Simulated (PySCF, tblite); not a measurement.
# C₃H₁₀N₂OSi₂: geometry, infrared bands and NMR shifts

Aim: predict the infrared bands and NMR shifts of C₃H₁₀N₂OSi₂ (`N#CCC[Si@H](N)O[SiH3]`).

Computed with tblite 0.8.0 and PySCF 2.14.0, with density-fitted response routines of our own, on a single molecule in the gas phase. Atoms are numbered from 0 throughout.

## (1) Starting geometry

18 atoms, charge 0, multiplicity 1; geometry from: force field or distance geometry start.

Bonds of the start (Å): N0–C1 1.14, C1–C2 1.49, C2–C3 1.47, C3–Si4 1.83, Si4–N5 1.78, Si4–O6 1.72, O6–Si7 1.74, C2–H8 1.11, C2–H9 1.12, C3–H10 1.13, C3–H11 1.14, Si4–H12 1.48, N5–H13 1.02, N5–H14 1.03, Si7–H15 1.45, Si7–H16 1.47, Si7–H17 1.44.

## (2) Relaxing the molecule with GFN2-xTB

Job settings and geometry (Å):

```
{"job": {"kind": "relax", "xc": "GFN2-xTB", "basis": "xTB"}, "charge": 0, "multiplicity": 1}
N     -2.436800     1.871100    -1.285600
C     -2.300100     0.755900    -1.075300
C     -2.089100    -0.692400    -0.789900
C     -1.299000    -0.901300     0.430700
Si     0.392800    -0.213200     0.485000
N      0.589800     1.116200     1.647900
O      0.997600     0.349600    -1.024300
Si     2.725200     0.342400    -0.822900
H     -1.697300    -1.200800    -1.692100
H     -3.122500    -1.100100    -0.615100
H     -1.884600    -0.513400     1.316000
H     -1.263800    -2.025200     0.605900
H      1.322600    -1.284400     0.922200
H     -0.013000     1.914500     1.436800
H      0.455400     0.732800     2.597900
H      3.400300    -0.030500    -2.050500
H      3.002500    -0.701700     0.178100
H      3.211300     1.587000    -0.276700
```

On the command line:

```sh
$ OMP_NUM_THREADS=1 python probes_run.py task.json out
```

This one command runs all jobs of the session in turn.

**Question.** This job is followed by: GFN2-xTB harmonic vibrations, gas phase; GIAO PBE0/pcSseg-1 NMR shielding, non-relativistic, gas phase. Predict these results of the whole session: strongest single infrared mode (GFN2-xTB); zero-point energy (GFN2-xTB); ¹³C shifts against TMS (PBE0/pcSseg-1); ¹H shifts against TMS (PBE0/pcSseg-1, means over atoms taken as alike); ¹⁵N shifts against NH3 (PBE0/pcSseg-1); ²⁹Si shifts against TMS (PBE0/pcSseg-1); ¹⁷O shifts against H2O (PBE0/pcSseg-1).

**Answer**, as computed:

| quantity | value |
| --- | --- |
| strongest single infrared mode (GFN2-xTB) | 1086 cm⁻¹, 621 km/mol |
| zero-point energy (GFN2-xTB) | 79.0 kcal/mol |
| ¹³C shifts against TMS (PBE0/pcSseg-1) | 127.1, 18.4, 11.2 ppm |
| ¹H shifts against TMS (PBE0/pcSseg-1, means over atoms taken as alike) | 5.26, 5.05, 2.57, 2.47, 0.93, 0.73, 0.63 ppm |
| ¹⁵N shifts against NH3 (PBE0/pcSseg-1) | 297.8, 30.8 ppm |
| ²⁹Si shifts against TMS (PBE0/pcSseg-1) | -23.2, -41.7 ppm |
| ¹⁷O shifts against H2O (PBE0/pcSseg-1) | 22.9 ppm |

What this shows: The optimisation took 113 steps and gained 1.446 eV; among the close pairs (by a distance rule), O6–Si7 changed most, from 1.739 to 1.621 Å. The lowest mode is imaginary (42i cm⁻¹), so the xTB geometry is not a minimum. The strongest single mode, at 1086 cm⁻¹, moves mainly O6. Unscaled tight-binding wavenumbers are off by several per cent, some by more. Its intensities can rank the bands wrongly. At PBE0/pcSseg-1: The widest tensor belongs to N0: span 488 ppm, with a paramagnetic part of -372 ppm.
